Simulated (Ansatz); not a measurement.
Working through a test of the smearing width of Al, space group Fm-3m

With the Python package of Ansatz (0.2.0).

Run as a notebook:

```python
import ansatz
import matplotlib.pyplot as plt
```

```python
XC = "r2SCAN"
MESH = (12, 12, 12)
```

```python
lattice = ansatz.Lattice.of(
    (0.0, 2.024805, 2.024805),
    (2.024805, 0.0, 2.024805),
    (2.024805, 2.024805, 0.0),
)
sites = [
    ("Al", (0.0, 0.0, 0.0)),
]
cell = ansatz.Crystal(lattice=lattice)
for symbol, position in sites:
    cell = cell.atom(symbol, position)
```

```python
cell.resolved().sites[-1]
```

    Site(symbol='Al', position=(0.0, 0.0, 0.0), moment=None, axis=None, held=None, saved=None)

```python
base = (
    cell.calculation()
    .functional(XC)
    .pseudopotentials("paw")
    .basis(20 * ansatz.Ha)
    .kpoints(*MESH)
)
```

```python
rows = []
for value in [0.5, 0.3, 0.2, 0.1]:
    data = base.occupations("cold", width=value).run(threads=1, backend="cpu").report
    rows.append((value, data["free_energy_ev"] / len(data["lattice"]["sites"]), data["n_iterations"], data["n_kpoints"]))
```

```python
print("  width (eV)   F/atom (eV)    iterations      k-points")
for row in rows:
    print(f"{str(row[0]):>12s}  {row[1]:12.5f}  {row[2]:12d}  {row[3]:12d}")
```

      width (eV)   F/atom (eV)    iterations      k-points
             0.5    -540.40799             6            72
             0.3    -540.40851             6            72
             0.2    -540.40813             6            72
             0.1    -540.40825             6            72

```python
# the last row is the reference
for row in rows[:-1]:
    shift = 1000 * (row[1] - rows[-1][1])
    print(f"{row[0]}: {shift:+.2f} meV/atom" + ("  (within 1 meV)" if abs(shift) < 1 else ""))
plt.figure(figsize=(4.5, 3))
plt.plot([str(row[0]) for row in rows], [1000 * (row[1] - rows[-1][1]) for row in rows], "o-")
plt.xlabel("width (eV)")
plt.ylabel("F - F(last) (meV/atom)")
plt.tight_layout()
plt.savefig("smear.png", dpi=100)
```

    0.5: +0.26 meV/atom  (within 1 meV)
    0.3: -0.26 meV/atom  (within 1 meV)
    0.2: +0.12 meV/atom  (within 1 meV)

Reading the output:
- For a metal this k-point mesh is coarse: on a finer one energies can move by several to tens of meV an atom and pressures by half a GPa or more, differences at one mesh by less.
- The narrowest width needs the finest mesh, so the last row is no converged reference.
- The whole script took 3 s on 1 thread of Intel(R) Xeon(R) 6975P-C (Granite Rapids) (shared host), peak memory 0.42 GiB.
